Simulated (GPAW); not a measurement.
Input of a GPAW 26.7.0 run:

run.py

```python
from ase import Atoms
from ase.dft.bandgap import bandgap
from ase.io import write
from ase.units import GPa
from gpaw import GPAW, PW

atoms = Atoms(['Ge', 'Ge'],
              cell=[[0.0, 2.82875, 2.82875],
                    [2.82875, 0.0, 2.82875],
                    [2.82875, 2.82875, 0.0]],
              scaled_positions=[[0.0, 0.0, 0.0],
                                [0.25, 0.25, 0.25]],
              pbc=True)

calc = GPAW(mode=PW(600),
            xc='PBE',
            kpts={'size': (10, 10, 10), 'gamma': True},
            occupations={'name': 'fermi-dirac', 'width': 0.05},
            nbands=11,
            convergence={'density': 1e-05, 'energy': 1e-05},
            maxiter=150,
            txt='gpaw.txt')
atoms.calc = calc
energy = atoms.get_potential_energy()
forces = atoms.get_forces()
stress = atoms.get_stress()
calc.write('gs.gpw')
write('result.traj', atoms)
print(f'Energy: {energy:.6f} eV')
print('Forces (eV/A):')
print(forces.round(4))
print('Stress (GPa):', (stress / GPa).round(3))
print('Fermi level:', round(calc.get_fermi_level(), 4), 'eV')
print(f'Gap: {bandgap(calc)[0]:.4f} eV, direct: {bandgap(calc, direct=True)[0]:.4f} eV')

path = atoms.cell.bandpath('GXWKGLUWLK,UX', npoints=100, eps=1e-4)
bs_calc = calc.fixed_density(kpts=path, symmetry='off', nbands=21,
                             convergence={'bands': 'CBM+6.0', 'eigenstates': 1e-6}, txt='bands.txt')
bs = bs_calc.band_structure()
bs.write('bs.json')
print(f'Gap on the path: {bandgap(bs_calc)[0]:.4f} eV')
```

Potentials or basis: GPAW PAW data sets (gpaw-data 1.2.1), pw.

Command:

```bash
$ OMP_NUM_THREADS=1 python run.py
```

Task: Estimate the band gap along the path.

Result: 0.09 eV, direct.

Task: What does it give for the pressure?

Result: 3.9 GPa.

Task: What does it give for the band gap on the k mesh?

Result: 0.09 eV, direct.

Levels at the corners of the path, in eV from the valence-band top:
| point | band 1 | band 2 | band 3 | band 4 | band 5 | band 6 | band 7 | band 8 |
| --- | --- | --- | --- | --- | --- | --- | --- | --- |
| Γ | -12.76 | 0.00 | 0.00 | 0.00 | 0.09 | 2.56 | 2.56 | 2.56 |
| X | -8.89 | -8.89 | -3.07 | -3.07 | 0.74 | 0.74 | 9.54 | 9.54 |
| W | -8.79 | -8.79 | -3.91 | -3.91 | 4.35 | 4.35 | 4.72 | 4.72 |
| K | -9.36 | -8.29 | -4.34 | -2.63 | 1.16 | 4.10 | 7.25 | 7.40 |
| Γ | -12.76 | 0.00 | 0.00 | 0.00 | 0.09 | 2.56 | 2.56 | 2.56 |
| L | -10.68 | -7.59 | -1.40 | -1.40 | 0.20 | 3.75 | 3.75 | 7.15 |
| U | -9.36 | -8.29 | -4.34 | -2.63 | 1.16 | 4.10 | 7.25 | 7.40 |
| W | -8.79 | -8.79 | -3.91 | -3.91 | 4.35 | 4.35 | 4.72 | 4.72 |
| L | -10.68 | -7.59 | -1.40 | -1.40 | 0.20 | 3.75 | 3.75 | 7.15 |
| K | -9.36 | -8.29 | -4.34 | -2.63 | 1.16 | 4.10 | 7.25 | 7.40 |
| U | -9.36 | -8.29 | -4.34 | -2.63 | 1.16 | 4.10 | 7.25 | 7.40 |
| X | -8.89 | -8.89 | -3.07 | -3.07 | 0.74 | 0.74 | 9.54 | 9.54 |

**Measured values to compare with.**

“Electronic and optical properties of SixGe1-x-ySny alloys lattice-matched to Ge”, 2021, arxiv:2109.02782 reports, for a bulk crystal of Ge at 293 K: band gap 0.666 eV (indirect).

Measured gap of Ge: 0.666 eV (indirect; 293 K; “Electronic and optical properties of SixGe1-x-ySny alloys lattice-matched to Ge”, 2021, arxiv:2109.02782). This calculation gives 0.09 eV (-0.57 eV). 3 values of this kind are on record (0.666 to 0.807 eV); this one was drawn at random among those near their median. Spin-orbit coupling on Ge is left out. The value is that of PBE, without temperature or zero-point motion. Semilocal functionals fall short of measured gaps as a rule.
